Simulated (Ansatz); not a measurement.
Crystal: Al3Au.

```xyz
4
Lattice="-2.0253 2.0253 4.0566 2.0253 -2.0253 4.0566 2.0253 2.0253 -4.0566" Properties=species:S:1:pos:R:3 pbc="T T T"
Au    0.0000    0.0000    0.0000
Al    0.0000    0.0000    4.0566
Al    2.0253    0.0000    2.0283
Al    0.0000    2.0253    2.0283
```

The cell comes from a database or a generator and needn't be the stable form of this composition.

Base run:

| Quantity | Value |
| --- | --- |
| Program | Ansatz 0.2.0 |
| Functional | LDA |
| Potentials or basis | all-electron LAPW, scalar-relativistic |
| Cutoff | 178 eV |
| Density cutoff | 711 eV |
| Basis error allowed | 0.002 eV/atom |
| k mesh | 9 × 9 × 9 |
| Occupations | fermi-dirac, width 0.05 eV |
| Spin | no spin polarisation |

Its results: pressure -4.9 GPa.

Question: The run is repeated on the same cell with these changes: functional from LDA to PBE. What comes out?

Answer: Pressure 0.4 GPa.

PBE binds less tightly than LDA, so the same cell stands under more pressure.

Not every run made on this cell is shown here.
